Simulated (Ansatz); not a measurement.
## Rh, space group Fm-3m: a convergence test of the k-point mesh, step by step

With Ansatz's Python interface.

Notebook, run cell by cell (the value of a cell's last expression is shown):

**Cell 1**
```python
import ansatz as az
import matplotlib.pyplot as plt
```

**Cell 2**
```python
SETTINGS = {
    "xc": "pbe",
    "occupations": "fermi_dirac",
    "width_ev": 0.1,
}
```

**Cell 3**
```python
lattice = az.Lattice.of(
    [0.0, 1.89785, 1.89785],
    [1.89785, 0.0, 1.89785],
    [1.89785, 1.89785, 0.0],
)
sites = [
    ("Rh", [0.0, 0.0, 0.0]),
]
system = az.Crystal(lattice=lattice)
for symbol, position in sites:
    system = system.atom(symbol, position)
```

**Cell 4**
```python
calculation = (
    system.calculation()
    .pseudopotentials("paw")
    .basis(31 * az.Ry)
    .functional(SETTINGS["xc"])
    .occupations(SETTINGS["occupations"], width=SETTINGS["width_ev"])
    .stress()
)
```

**Cell 5**
```python
rows = []
for value in [(3, 3, 3), (5, 5, 5), (6, 6, 6), (8, 8, 8), (10, 10, 10), (12, 12, 12)]:
    rep = calculation.kpoints(mesh=value).run(threads=1).report
    rows.append((value, rep["free_energy_ev"] / len(rep["lattice"]["sites"]), rep["n_iterations"], sum(rep["stress_gpa"][i][i] for i in range(3)) / 3, rep["n_kpoints"]))
```

**Cell 6**
```python
print("        mesh   F/atom (eV)    iterations       P (GPa)      k-points")
for row in rows:
    print(f"{str(row[0]):>12s}  {row[1]:12.5f}  {row[2]:12d}  {row[3]:12.3f}  {row[4]:12d}")
```
Output:
```text
        mesh   F/atom (eV)    iterations       P (GPa)      k-points
   (3, 3, 3)   -6401.55203             6        33.266             4
   (5, 5, 5)   -6402.77576             6        10.755            10
   (6, 6, 6)   -6402.82558             6         9.408            16
   (8, 8, 8)   -6402.87791             6         8.728            29
(10, 10, 10)   -6402.91295             6         7.721            47
(12, 12, 12)   -6402.90188             6         7.666            72
```

**Cell 7**
```python
# differences from the last row
for row in rows[:-1]:
    shift = 1000 * (row[1] - rows[-1][1])
    print(f"{row[0]}: {shift:+.2f} meV/atom" + ("  (within 1 meV)" if abs(shift) < 1 else ""))
plt.figure(figsize=(4.5, 3))
plt.plot([str(row[0]) for row in rows], [1000 * (row[1] - rows[-1][1]) for row in rows], "o-")
plt.xlabel("mesh")
plt.ylabel("F - F(last) (meV/atom)")
plt.tight_layout()
plt.savefig("kconv.png", dpi=100)
```
Output:
```text
(3, 3, 3): +1349.86 meV/atom
(5, 5, 5): +126.12 meV/atom
(6, 6, 6): +76.30 meV/atom
(8, 8, 8): +23.97 meV/atom
(10, 10, 10): -11.07 meV/atom
```

Caveats:
- The run is spin-unpolarised.
- Of the deposited cell: the entry's cell lengths or inner coordinates differ somewhat from later room-temperature determinations.
- Pressure is positive in compression.
- At these settings the cell as given stands under about 8 GPa, so it isn't at this functional's equilibrium volume.
- Shifts are counted from the finest mesh, which is itself no proven limit.
- The whole script took 4.3 s on 1 thread of Arm Neoverse V1 (shared host), peak memory 0.37 GiB.
